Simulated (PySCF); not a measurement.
# C3H11AlO (SMILES CC[O+](C)[AlH3-]) at 3 levels

Aim: a comparison of 3 runs (HF/3-21G, PBE0/def2-SVP, B2PLYP/def2-TZVP) of C3H11AlO. 

Program for the calculation: PySCF 2.14.0.

## Step 1: The molecule

The species is C3H11AlO (16 atoms), meant as a singlet with charge 0. As SMILES, `CC[O+](C)[AlH3-]`. Geometry: a GFN2-xTB relaxation, a rough one for these elements and not checked as a minimum. This is one conformer, not always the lowest.

Bond lengths: C1–C2 1.522 Å, C2–O3 1.417 Å, O3–C4 1.410 Å, O3–Al5 1.878 Å, C1–H6 1.086 Å, C1–H7 1.088 Å, C1–H8 1.088 Å, C2–H9 1.093 Å, C2–H10 1.097 Å, C4–H11 1.091 Å, C4–H12 1.091 Å, C4–H13 1.094 Å, Al5–H14 1.579 Å, Al5–H15 1.575 Å, Al5–H16 1.579 Å. Some angles: C1–C2–O3 113.0°, C2–O3–C4 115.8°, C2–O3–Al5 130.3°, C4–O3–Al5 113.8°, C1–C2–H9 109.8°, C1–C2–H10 111.0°, O3–C2–H9 104.3°, O3–C2–H10 109.3°, C2–C1–H6 109.4°, C2–C1–H7 111.8°.

## Step 2: Energy and gradient at HF/3-21G (run 1)

job.py reads:

```python
from pyscf import gto

mol = gto.M(
    atom=[
    ('C', (0.576350, 1.589360, -1.032680)),
    ('C', (0.478670, 0.994960, 0.365100)),
    ('O', (-0.062100, -0.315300, 0.372040)),
    ('C', (0.773370, -1.326840, -0.144430)),
    ('Al', (-1.776360, -0.918460, 0.847440)),
    ('H', (0.825220, 2.644190, -0.960010)),
    ('H', (1.342840, 1.097910, -1.627360)),
    ('H', (-0.382970, 1.488490, -1.534970)),
    ('H', (-0.221230, 1.578620, 0.968130)),
    ('H', (1.459120, 0.984390, 0.857760)),
    ('H', (0.985870, -1.169420, -1.203300)),
    ('H', (0.218540, -2.258810, -0.024710)),
    ('H', (1.707950, -1.381160, 0.421240)),
    ('H', (-2.247870, -1.443790, -0.565520)),
    ('H', (-2.318860, 0.463920, 1.371030)),
    ('H', (-1.358540, -2.028040, 1.890250)),
],
    verbose=3,
    basis='3-21g',
    spin=0,
    max_memory=1860,
)

calc0 = mol.RHF()
calc0.conv_tol = 1e-10
calc0.kernel()
if not calc0.converged:
    calc0 = calc0.newton().run(calc0.mo_coeff, calc0.mo_occ)

etot = calc0.e_tot
print(f'total energy: {etot:.8f} hartree')
grad = calc0.nuc_grad_method().kernel()
calc0.analyze()
```

Command:

```
$ OMP_NUM_THREADS=1 python job.py
```

The program printed:

```text
converged SCF energy = -434.372894182922
[... 17 lines left out ...]
MO #8   energy= -3.11316344551414  occ= 2
[... 8 lines left out ...]
MO #17  energy= -0.627914450613452 occ= 2
[... 8 lines left out ...]
MO #26  energy= 0.144703537590929  occ= 0
[... 8 lines left out ...]
MO #35  energy= 0.330708543000677  occ= 0
[... 8 lines left out ...]
MO #44  energy= 0.550991020613115  occ= 0
[... 8 lines left out ...]
MO #53  energy= 1.17461741341704   occ= 0
[... 8 lines left out ...]
MO #62  energy= 1.45575265915447   occ= 0
[... 8 lines left out ...]
MO #71  energy= 3.44256931274079   occ= 0
[... 17 lines left out ...]
Dipole moment(X, Y, Z, Debye):  5.23383,  1.89417, -1.86035
```

It took 4.8 s on 1 thread of Intel Xeon at 2.70GHz, shared host; peak memory 0.14 GiB.

## Step 3: Energy and gradient at PBE0/def2-SVP (run 2)

input.py reads:

```python
# CC[O+](C)[AlH3-]
from pyscf import gto, dft

molecule = gto.Mole()
molecule.atom = '''
C        0.576350       1.589360      -1.032680
C        0.478670       0.994960       0.365100
O       -0.062100      -0.315300       0.372040
C        0.773370      -1.326840      -0.144430
Al      -1.776360      -0.918460       0.847440
H        0.825220       2.644190      -0.960010
H        1.342840       1.097910      -1.627360
H       -0.382970       1.488490      -1.534970
H       -0.221230       1.578620       0.968130
H        1.459120       0.984390       0.857760
H        0.985870      -1.169420      -1.203300
H        0.218540      -2.258810      -0.024710
H        1.707950      -1.381160       0.421240
H       -2.247870      -1.443790      -0.565520
H       -2.318860       0.463920       1.371030
H       -1.358540      -2.028040       1.890250
'''
molecule.spin = 0
molecule.basis = 'def2-svp'
molecule.verbose = 4
molecule.max_memory = 1860
molecule.build()

myscf = dft.RKS(molecule, xc='pbe0')
myscf.grids.level = 5
myscf.conv_tol = 1e-10
myscf.kernel()
if not myscf.converged:
    myscf = myscf.newton().run(myscf.mo_coeff, myscf.mo_occ)

e_final = myscf.e_tot
print('Final energy', e_final)
grad = myscf.nuc_grad_method().kernel()
myscf.analyze()
```

Command:

```
$ OMP_NUM_THREADS=1 python input.py
```

The program printed:

```text
PySCF version 2.14.0

[... 104 lines left out ...]
MO #1   energy= -56.086476916518   occ= 2
[... 15 lines left out ...]
MO #17  energy= -0.475980400513691 occ= 2
[... 15 lines left out ...]
MO #33  energy= 0.121475411865585  occ= 0
[... 15 lines left out ...]
MO #49  energy= 0.46515314878015   occ= 0
[... 15 lines left out ...]
MO #65  energy= 0.700063796414135  occ= 0
[... 15 lines left out ...]
MO #81  energy= 1.45761483302222   occ= 0
[... 15 lines left out ...]
MO #97  energy= 1.82137776209506   occ= 0
[... 15 lines left out ...]
MO #113 energy= 2.39785091915086   occ= 0
[... 15 lines left out ...]
MO #129 energy= 3.43884463643557   occ= 0
[... 148 lines left out ...]
Dipole moment(X, Y, Z, Debye):  4.93220,  1.84003, -1.76021
```

Run time: 82 s. Hardware: 1 thread of Intel Xeon at 2.70GHz, shared host; peak memory 1.4 GiB.

## Step 4: A single-point energy at B2PLYP/def2-TZVP (run 3)

job.py reads:

```python
from pyscf import gto, dft, mp

mol = gto.Mole()
mol.atom = '''
C      1.089144     3.003455    -1.951482
C      0.904555     1.880202     0.689939
O     -0.117352    -0.595831     0.703054
C      1.461457    -2.507364    -0.272933
Al    -3.356834    -1.735638     1.601430
H      1.559440     4.996795    -1.814156
H      2.537600     2.074749    -3.075265
H     -0.723708     2.812838    -2.900673
H     -0.418064     2.983159     1.829501
H      2.757337     1.860227     1.620931
H      1.863024    -2.209884    -2.273907
H      0.412981    -4.268532    -0.046695
H      3.227558    -2.610014     0.796028
H     -4.247859    -2.728368    -1.068678
H     -4.382010     0.876682     2.590871
H     -2.567269    -3.832440     3.572055
'''
mol.verbose = 4
mol.unit = 'bohr'
mol.basis = 'def2-tzvp'
mol.max_memory = 1860
mol.build()

mf = dft.RKS(mol)
mf.xc = '0.53*HF + 0.47*B88, 0.73*LYP'
mf.grids.level = 5
mf.conv_tol = 1e-10
mf.kernel()
if not mf.converged:
    mf = mf.newton().run(mf.mo_coeff, mf.mo_occ)

pt = mp.MP2(mf, frozen=9).run()
e_final = mf.e_tot + 0.27 * pt.e_corr
print('PT2 part  %.8f' % (0.27 * pt.e_corr))
print('Final energy', e_final)
dip = mf.dip_moment()
pop, q = mf.mulliken_pop()
```

Command:

```
$ OMP_NUM_THREADS=1 python job.py
```

The program printed:

```text
PySCF version 2.14.0

[... 86 lines left out ...]
converged SCF energy = -438.076870970029
[... 9 lines left out ...]
Final energy -438.35096652069103
Dipole moment(X, Y, Z, Debye):  4.90605,  1.87209, -1.73198
[... 244 lines left out ...]
charge of   15H =     -0.19643
```

It took 5.2 min on 1 thread of Intel Xeon at 2.70GHz, shared host; peak memory 1.8 GiB.

## Step 5: Overview of the runs

| run | level | integration grid | task | energy (Eh) | dipole moment (D) | HOMO energy (eV) | LUMO energy (eV) | wall time |
| --- | --- | --- | --- | --- | --- | --- | --- | --- |
| 1 | HF/3-21G | – | gradient | -434.372894 | 5.87 | -10.16 | 3.94 | 4.8 s |
| 2 | PBE0/def2-SVP | 5 | gradient | -437.995198 | 5.55 | -7.14 | 0.72 | 82 s |
| 3 | B2PLYP/def2-TZVP | 5 | energy | -438.350967 | 5.53 | -8.38 | 1.39 | 5.2 min |

## Step 6: What came out

```
                                  quantity          value
                       run 3: total energy  -438.35097 Eh
           run 3: dipole moment (SCF part)         5.53 D
  run 3: HOMO energy (SCF part's orbitals)       -8.38 eV
  run 3: LUMO energy (SCF part's orbitals)        1.39 eV
run 3: HOMO–LUMO gap (SCF part's orbitals)        9.77 eV
```

**Reading.** The dipole moment (its size) runs from 5.53 D (B2PLYP/def2-TZVP) to 5.87 D (HF/3-21G). The two ends differ in method and basis. A double hybrid's value is that of its SCF part. The HOMO–LUMO gap runs from 7.86 eV (PBE0/def2-SVP) to 14.09 eV (HF/3-21G). Totals of different functionals can't be ranked against each other. All runs together took 6.6 min, the longest 5.2 min.
